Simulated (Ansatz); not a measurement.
# C2H4BN: geometry optimisation

Aim: relax C2H4BN at this level.

Computed with Ansatz 0.2.0. Level: RKS PBE0-D4/def2-TZVP.

**1. Where the work starts**

SMILES `BN=C=C`, 8 atoms, charge 0, spin multiplicity 1.

Atoms are counted from 1 here; the program's logs count them from 0.

Bond lengths: B1–N2 1.386 Å, B1–H5 1.216 Å, B1–H6 1.216 Å, N2–C3 1.214 Å, C3–C4 1.326 Å, C4–H7 1.100 Å, C4–H8 1.100 Å. Angles: N2–B1–H5 118.6°, N2–B1–H6 118.7°, H5–B1–H6 122.7°, B1–N2–C3 179.9°, N2–C3–C4 180.0°, C3–C4–H7 120.4°, C3–C4–H8 120.5°, H7–C4–H8 119.1°.

Coordinates:

```xyz
8
charge 0, multiplicity 1
B    -0.7430    1.7071   -0.5992
N    -0.2088    0.4981   -0.1809
C     0.2569   -0.5614    0.1852
C     0.7653   -1.7194    0.5847
H    -0.9418    1.8767   -1.7867
H    -0.9936    2.5541    0.2364
H     1.0102   -2.5027   -0.1480
H     0.9470   -1.9097    1.6529
```

**2. Relaxation**

Input file input.yaml:

```yaml
crystal:
  periodic: [false, false, false]
  atoms:
    - { symbol: B, position_ang: [-0.742953, 1.707093, -0.599243] }
    - { symbol: "N", position_ang: [-0.208827, 0.498077, -0.180943] }
    - { symbol: C, position_ang: [0.256889, -0.561383, 0.185183] }
    - { symbol: C, position_ang: [0.765258, -1.719379, 0.58471] }
    - { symbol: H, position_ang: [-0.941831, 1.876744, -1.786681] }
    - { symbol: H, position_ang: [-0.993556, 2.55414, 0.23635] }
    - { symbol: H, position_ang: [1.010159, -2.502652, -0.148019] }
    - { symbol: H, position_ang: [0.94696, -1.909741, 1.652942] }
basis:
  gaussian: { orbitals: def2-TZVP }
hamiltonian:
  xc: pbe0
  dispersion: d4
output:
  forces: true
relax:
  f_tol: 0.003
  max_steps: 120
```

The run is started by

```console
$ ansatz run input.yaml --threads 1 --pin off --max-ram 2560MiB --backend cpu --events-out ev --progress --plain --runs-dir out
```

**Question.** What will these runs give? Wanted: energy gained; root mean square move; dipole moment.

As calculated:

| quantity | value |
| --- | --- |
| energy gained | 0.0531 eV |
| root mean square move | 0.030 Å |
| dipole moment | 1.18 D |

**Reading.** Bond lengths: B1–N2 1.378 Å, B1–H5 1.194 Å, B1–H6 1.194 Å, N2–C3 1.195 Å, C3–C4 1.309 Å, C4–H7 1.081 Å, C4–H8 1.081 Å. Angles: N2–B1–H5 118.5°, N2–B1–H6 118.5°, H5–B1–H6 123.0°, B1–N2–C3 180.0°, N2–C3–C4 180.0°, C3–C4–H7 120.2°, C3–C4–H8 120.2°, H7–C4–H8 119.6°. No frequencies were computed here.
